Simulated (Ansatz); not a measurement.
# C3H7FS2Si: the cost of one run

All numbers below are computed with Ansatz 0.2.0 (RKS PBE0-D4/STO-3G).

## (1) The system as given

Bond lengths: C1–C2 1.349 Å, C2–Si3 1.833 Å, Si3–S4 2.188 Å, C2–S5 1.736 Å, S5–C6 1.823 Å, C6–F7 1.364 Å, C1–H8 1.045 Å, C1–H9 1.127 Å, Si3–H10 1.518 Å, Si3–H11 1.506 Å, S4–H12 1.371 Å, C6–H13 1.051 Å, C6–H14 1.109 Å. Angles (14 of 20 angles, heavy atoms first): C1–C2–Si3 120.2°, C1–C2–S5 120.9°, Si3–C2–S5 118.8°, C2–Si3–S4 110.5°, C2–S5–C6 103.9°, S5–C6–F7 109.6°, C2–C1–H8 124.3°, C2–C1–H9 115.4°, C2–Si3–H10 111.8°, C2–Si3–H11 111.9°, S4–Si3–H10 106.7°, S4–Si3–H11 108.4°, Si3–S4–H12 91.9°, S5–C6–H13 111.9°.

Coordinates:

```xyz
14

C    -1.0230   -1.8634   -0.4220
C    -0.4995   -0.8270    0.2638
Si    1.3068   -0.7371    0.5613
S     2.3669   -0.2844   -1.2988
S    -1.5221    0.3967    0.9497
C    -0.8579    1.9534    0.2725
F    -0.4284    1.7508   -1.0064
H    -0.4556   -2.6053   -0.8903
H    -2.1427   -1.8448   -0.5472
H     1.6631    0.3627    1.5456
H     1.8490   -2.0290    1.1138
H     1.4370    0.6601   -1.6512
H    -0.0509    2.3155    0.8405
H    -1.6557    2.7227    0.2974
```

## (2) Preparing the start

Contents of input.yaml:

```yaml
crystal:
  periodic: [false, false, false]
  atoms:
    - { symbol: C, position_ang: [-1.023, -1.8634, -0.422] }
    - { symbol: C, position_ang: [-0.4995, -0.827, 0.2638] }
    - { symbol: Si, position_ang: [1.3068, -0.7371, 0.5613] }
    - { symbol: S, position_ang: [2.3669, -0.2844, -1.2988] }
    - { symbol: S, position_ang: [-1.5221, 0.3967, 0.9497] }
    - { symbol: C, position_ang: [-0.8579, 1.9534, 0.2725] }
    - { symbol: F, position_ang: [-0.4284, 1.7508, -1.0064] }
    - { symbol: H, position_ang: [-0.4556, -2.6053, -0.8903] }
    - { symbol: H, position_ang: [-2.1427, -1.8448, -0.5472] }
    - { symbol: H, position_ang: [1.6631, 0.3627, 1.5456] }
    - { symbol: H, position_ang: [1.849, -2.029, 1.1138] }
    - { symbol: H, position_ang: [1.437, 0.6601, -1.6512] }
    - { symbol: H, position_ang: [-0.0509, 2.3155, 0.8405] }
    - { symbol: H, position_ang: [-1.6557, 2.7227, 0.2974] }
basis:
  gaussian: { orbitals: STO-3G }
hamiltonian:
  xc: pbe0
  dispersion: d4
relax:
  f_tol: 0.02
  max_steps: 40
scf:
  lower_state_search: "off"
```

Command:

```
ansatz run input.yaml --threads 1 --pin off --max-ram 2048MiB --backend cpu --events-out ev --progress --plain --runs-dir out
```

Q: Estimate wall time and peak memory on 1 thread of Arm Neoverse V1, shared host.

About 68 s, with a peak of 0.15 GiB.
